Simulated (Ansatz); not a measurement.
# H6OSi2: the cost of one run

The runs use Ansatz 0.2.0, Gaussian basis; PBE0-D4/def2-TZVP structures, single points in def2-TZVPP, no counterpoise correction.

Levels: SPW92, PBE-D4, BLYP-D4, r2SCAN-D4, B97M-V, PBE0-D4, B3LYP-D4, r2SCAN0-D4, BHLYP-D4, CAM-B3LYP-D4, wB97X-V, wB97M-V, B2PLYP, PBE-QIDH, RPA on PBE, Hartree-Fock, MP2, CCSD, CCSD(T).

Cores are frozen in the correlated methods. B3LYP uses VWN-RPA correlation. B2PLYP carries no dispersion term here.

94 further runs of the same task are left out: 94 set aside as unsound or not needed.

## 1. Starting geometry

The complex: 12 atoms, charge 0, spin multiplicity 1.

Atoms are counted from 1 here; the program's logs count them from 0.

Bond lengths: Si1–H3 1.488 Å, Si1–H4 1.481 Å, Si1–H5 1.481 Å, Si1–O7 1.652 Å, O2–H6 0.964 Å, O2–H9 0.959 Å, O7–Si8 1.646 Å, Si8–H10 1.486 Å, Si8–H11 1.485 Å, Si8–H12 1.482 Å. Angles: H3–Si1–H4 109.7°, H3–Si1–H5 109.6°, H3–Si1–O7 108.7°, H4–Si1–H5 110.6°, H4–Si1–O7 108.3°, H5–Si1–O7 109.8°, H6–O2–H9 105.2°, Si1–O7–Si8 138.5°, O7–Si8–H10 109.8°, O7–Si8–H11 110.2°, O7–Si8–H12 107.4°, H10–Si8–H11 109.3°, H10–Si8–H12 110.1°, H11–Si8–H12 109.9°.

Coordinates:

```
Si   -0.99726    1.10088    0.45709
O    -1.57817   -2.03202   -0.79026
H    -0.45322    2.42822    0.85110
H    -1.91424    1.25965   -0.69501
H    -1.70517    0.49270    1.60698
H    -0.78132   -1.50306   -0.67131
O     0.25587    0.13010   -0.00721
Si    1.88583    0.03632    0.20019
H    -1.81838   -1.92061   -1.71233
H     2.50366    1.36336   -0.05342
H     2.20325   -0.39670    1.58445
H     2.39925   -0.95895   -0.77047
```

Its parts: Si₂H₆O holds atoms 1, 3, 4, 5, 7, 8, 10, 11, 12; H₂O holds atoms 2, 6, 9. Each part counts its atoms afresh in its own runs.

## 2. Relaxing Si₂H₆O alone

The input, relax-a/in.yaml:

```yaml
crystal:
  periodic: [false, false, false]
  atoms:
    - {symbol: Si, position_ang: [-0.997257, 1.100885, 0.457091]}
    - {symbol: H, position_ang: [-0.453220, 2.428218, 0.851095]}
    - {symbol: H, position_ang: [-1.914244, 1.259653, -0.695012]}
    - {symbol: H, position_ang: [-1.705166, 0.492704, 1.606984]}
    - {symbol: O, position_ang: [0.255869, 0.130104, -0.007213]}
    - {symbol: Si, position_ang: [1.885827, 0.036318, 0.200188]}
    - {symbol: H, position_ang: [2.503664, 1.363360, -0.053417]}
    - {symbol: H, position_ang: [2.203249, -0.396699, 1.584452]}
    - {symbol: H, position_ang: [2.399251, -0.958954, -0.770470]}
basis:
  gaussian: {orbitals: def2-TZVP}
hamiltonian: {xc: pbe0, dispersion: d4}
relax: {f_tol: 0.005, max_steps: 200}
```

Command:

```sh
ansatz run in.yaml --threads 4 --pin off --events-out ev --progress --plain --max-ram 9574MiB
```

**Question.** How long does this run take on 4 threads of Arm Neoverse V2, shared host?

About 22 s.
